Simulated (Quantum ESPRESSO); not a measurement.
Set up this calculation in Quantum ESPRESSO 7.5, as the native input.

```yaml
Task: relaxation of cell and atoms
Functional: LDA
Potentials_or_basis: GBRV 1.5 LDA
Cutoff: 612 eV
Density_cutoff: 4898 eV
k_mesh: 14 × 14 × 19
Occupations: gaussian, width 0.1 eV
Spin: no spin polarisation
Target_pressure: 6 GPa
Form_of_the_LDA_correlation: PZ81
Mixing_beta: 0.5
Most_SCF_iterations: 120
SCF_threshold: 6e-10 Ry
Most_ionic_steps: 40
Forc_conv_thr: 0.0004 Ry/bohr
Etot_conv_thr: 1e-05 Ry
Ion_dynamics: bfgs
Cell_dynamics: bfgs
Press_conv_thr: 0.3 kbar
```

The system is Zr.

```
Zr
1.0
     5.03300    0.00000    0.00000
    -2.51650    4.35871    0.00000
     0.00000    0.00000    3.13200
Zr
3
Direct
  0.00000 0.00000 0.00000
  0.33333 0.66667 0.50000
  0.66667 0.33333 0.50000
```

This isn't the form of Zr at room conditions, which is hcp.

The input as run:

pw.in

```
&CONTROL
  calculation = 'vc-relax'
  prefix = 'pwscf'
  outdir = './tmp'
  pseudo_dir = './pseudo'
  tprnfor = .true.
  tstress = .true.
  disk_io = 'low'
  nstep = 40
  forc_conv_thr = 0.0004
  etot_conv_thr = 1d-05
/
&SYSTEM
  ibrav = 0
  nat = 3
  ntyp = 1
  ecutwfc = 45
  ecutrho = 360
  nbnd = 26
  occupations = 'smearing'
  smearing = 'gaussian'
  degauss = 0.00734986
/
&ELECTRONS
  conv_thr = 6d-10
  electron_maxstep = 120
  mixing_beta = 0.5
/
&IONS
  ion_dynamics = 'bfgs'
/
&CELL
  cell_dynamics = 'bfgs'
  press = 60
  press_conv_thr = 0.3
/
ATOMIC_SPECIES
Zr    91.2240 zr_lda_v1.uspp.F.UPF
CELL_PARAMETERS angstrom
   5.0330000000    0.0000000000    0.0000000000
  -2.5165000000    4.3587058572    0.0000000000
   0.0000000000    0.0000000000    3.1320000000
ATOMIC_POSITIONS crystal
Zr     0.0000000000    0.0000000000    0.0000000000
Zr     0.3333333333    0.6666666667    0.5000000000
Zr     0.6666666667    0.3333333333    0.5000000000
K_POINTS automatic
14 14 19 0 0 0
```

Potentials or basis: GBRV 1.5 LDA.

Command:

```bash
$ OMP_NUM_THREADS=1 pw.x -in pw.in > pw.out
```

It gave:

| Property | Result |
| --- | --- |
| Relaxed volume | 20.50 Å³/atom |
| Relaxed cell | a = 4.841 Å, b = 4.841 Å, c = 3.030 Å, α = 90.00°, β = 90.00°, γ = 120.00° |
| Space group after relaxing (to 0.05 Å) | P6/mmm (No. 191) |
| Energy change on relaxing (the enthalpy is what falls) | -6.0 meV/atom |
| Ionic steps | 7 |
| Pressure after relaxing | 6.0 GPa |
| Band gap on the k mesh | none (metal or under the smearing width) |

It took 14 min on 1 thread of Intel(R) Xeon(R) 6975P-C (Granite Rapids) (shared host), peak memory 0.46 GiB.
